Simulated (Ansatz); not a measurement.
# CH5BClFSi: how energies converge with the basis set

One table from this session's results is given with a row withheld; the runs are named, their logs left out.

The runs use Ansatz 0.2.0, Gaussian basis; one geometry, several basis sets.

The runs, in order: PBE0-D4/def2-SVP; ωB97M-V/def2-SVP; PBE0-D4/def2-QZVPP; ωB97M-V/def2-QZVPP; the functionals' def2-TZVPP values are taken from earlier runs.

### Structure used throughout

The geometry comes from an earlier relaxation with PBE0-D4 in a triple-zeta def2 set; it is a stationary point, not always the lowest conformer.

SMILES `BC[SiH](F)Cl`, 10 atoms, charge 0, spin multiplicity 1.

Atoms are counted from 1 here; the program's logs count them from 0.

Bond lengths: B1–C2 1.543 Å, B1–H6 1.195 Å, B1–H7 1.197 Å, C2–Si3 1.856 Å, C2–H8 1.095 Å, C2–H9 1.098 Å, Si3–F4 1.592 Å, Si3–Cl5 2.042 Å, Si3–H10 1.475 Å. Angles: C2–B1–H6 120.9°, C2–B1–H7 120.2°, H6–B1–H7 118.9°, B1–C2–Si3 110.9°, B1–C2–H8 114.4°, B1–C2–H9 112.8°, Si3–C2–H8 105.4°, Si3–C2–H9 102.2°, H8–C2–H9 110.2°, C2–Si3–F4 108.7°, C2–Si3–Cl5 110.9°, C2–Si3–H10 113.6°, F4–Si3–Cl5 107.5°, F4–Si3–H10 107.6°, Cl5–Si3–H10 108.3°.

Set-up of the first run:

The input, in.yaml:

```yaml
crystal:
  periodic: [false, false, false]
  atoms:
    - {symbol: B, position_ang: [-0.569491, 0.920915, 1.136191]}
    - {symbol: C, position_ang: [-0.399863, -0.477708, 0.506856]}
    - {symbol: Si, position_ang: [0.698514, -0.402739, -0.987048]}
    - {symbol: F, position_ang: [0.711910, -1.834734, -1.682326]}
    - {symbol: Cl, position_ang: [-0.018340, 0.935829, -2.352542]}
    - {symbol: H, position_ang: [-1.530119, 1.589247, 0.894709]}
    - {symbol: H, position_ang: [0.285104, 1.370459, 1.844342]}
    - {symbol: H, position_ang: [-1.332342, -0.933909, 0.159983]}
    - {symbol: H, position_ang: [0.142611, -1.174812, 1.158984]}
    - {symbol: H, position_ang: [2.095118, -0.043748, -0.676148]}
basis:
  gaussian: {orbitals: def2-SVP}
hamiltonian: {xc: pbe0, dispersion: d4}
output: {orbitals: {seedname: orbitals}}
```

Steps of the session up to this table: PBE0-D4 in def2-SVP; ωB97M-V in def2-SVP; PBE0-D4 in def2-QZVPP; ωB97M-V in def2-QZVPP.

One of the session's tables, all rows but one given; the rest of the session is left out.

It belongs to the step «Density functionals: the series». 

```
functional       basis  HOMO (eV)  LUMO (eV)
   PBE0-D4    def2-SVP      -8.97      -1.64
   PBE0-D4  def2-TZVPP      -9.06      -1.73
   PBE0-D4  def2-QZVPP          ?          ?
   ωB97M-V    def2-SVP     -11.16       0.41
   ωB97M-V  def2-TZVPP     -11.28       0.21
   ωB97M-V  def2-QZVPP     -11.30       0.15
```

Estimate the missing values for PBE0-D4, def2-QZVPP.

**Answer.** HOMO (eV): -9.07; LUMO (eV): -1.75. In the column «HOMO (eV)» it lies between ωB97M-V, def2-SVP (-11.16) and PBE0-D4, def2-TZVPP (-9.06).
